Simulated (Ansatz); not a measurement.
This script for the Python package of Ansatz (0.2.0) starts 2 runs on C2H4SSi, SMILES S[SiH]1C=C1. What input does the engine get in each?

The script, `c2h4ssi_spin.py`:
```python
import warnings

import ansatz as az


def main() -> None:
    warnings.simplefilter("ignore", az.DeckWarning)

    molecule = (
        az.Crystal.molecule()
        .atom("S", (-1.2269, 0.7449, -1.5077))
        .atom("Si", (0.0296, 0.5932, 0.1276))
        .atom("C", (1.1435, -0.7259, 0.038))
        .atom("C", (0.1263, -1.1047, 0.5913))
        .atom("H", (-1.4855, 2.0996, -1.4204))
        .atom("H", (-0.2594, 1.4131, 1.3379))
        .atom("H", (2.1557, -1.1201, -0.22))
        .atom("H", (-0.3912, -1.9573, 0.9975))
    )

    calculation = (
        molecule.calculation()
        .basis(gaussian="pcseg-2")
        .functional("hf")
    )
    found = {}
    for unpaired in [0, 2]:
        report = calculation.spin("collinear", total=unpaired).run(threads=1).report
        s = unpaired / 2
        found[unpaired] = report["free_energy_ev"]
        print(f"2S+1 = {unpaired + 1}: E = {found[unpaired]:.5f} eV, <S^2> = {abs(report['mean_field']['state']['spin_squared']):.3f} (pure state {s * (s + 1):.2f})")
    lowest = min(found, key=found.get)
    for unpaired, e in found.items():
        print(f"multiplicity {unpaired + 1}: {23.060548 * (e - found[lowest]):.1f} kcal/mol above the lowest")


if __name__ == "__main__":
    main()
```

Run 1:
```yaml
crystal:
  periodic: [false, false, false]
  atoms:
    - { symbol: S, position_ang: [-1.2269, 0.7449, -1.5077] }
    - { symbol: Si, position_ang: [0.0296, 0.5932, 0.1276] }
    - { symbol: C, position_ang: [1.1435, -0.7259, 0.038] }
    - { symbol: C, position_ang: [0.1263, -1.1047, 0.5913] }
    - { symbol: H, position_ang: [-1.4855, 2.0996, -1.4204] }
    - { symbol: H, position_ang: [-0.2594, 1.4131, 1.3379] }
    - { symbol: H, position_ang: [2.1557, -1.1201, -0.22] }
    - { symbol: H, position_ang: [-0.3912, -1.9573, 0.9975] }
basis:
  gaussian:
    orbitals: pcseg-2
hamiltonian:
  xc: hf
magnetization:
  spin_polarized: true
  initial_magnetization: 0.0
```

Run 2, against run 1:
```diff
-  initial_magnetization: 0.0
+  initial_magnetization: 2.0
```

`python c2h4ssi_spin.py` gives:
```text
2S+1 = 1: E = -20802.79435 eV, <S^2> = 0.000 (pure state 0.00)
2S+1 = 3: E = -20799.03871 eV, <S^2> = 2.021 (pure state 2.00)
multiplicity 1: 0.0 kcal/mol above the lowest
multiplicity 3: 86.6 kcal/mol above the lowest
```

In order: multiplicity 1 (+0.00 eV) and multiplicity 3 (+3.76 eV), all at the one geometry.

Caveats:
- Total energies depend on the basis set; only differences at equal settings carry meaning.
- The geometry is a force-field or estimated start, not a minimum of this method, and the basis set is short of its limit. All parts are taken at fixed geometry, without zero-point energy.
- Hartree-Fock leaves correlation out, so it favours high-spin states too much.
- It ran for 54 s on 1 thread of Arm Neoverse V2, with other jobs on the host, peak memory 0.7 GiB.

(Lines on the test bed's own set-up are left out of the output.)
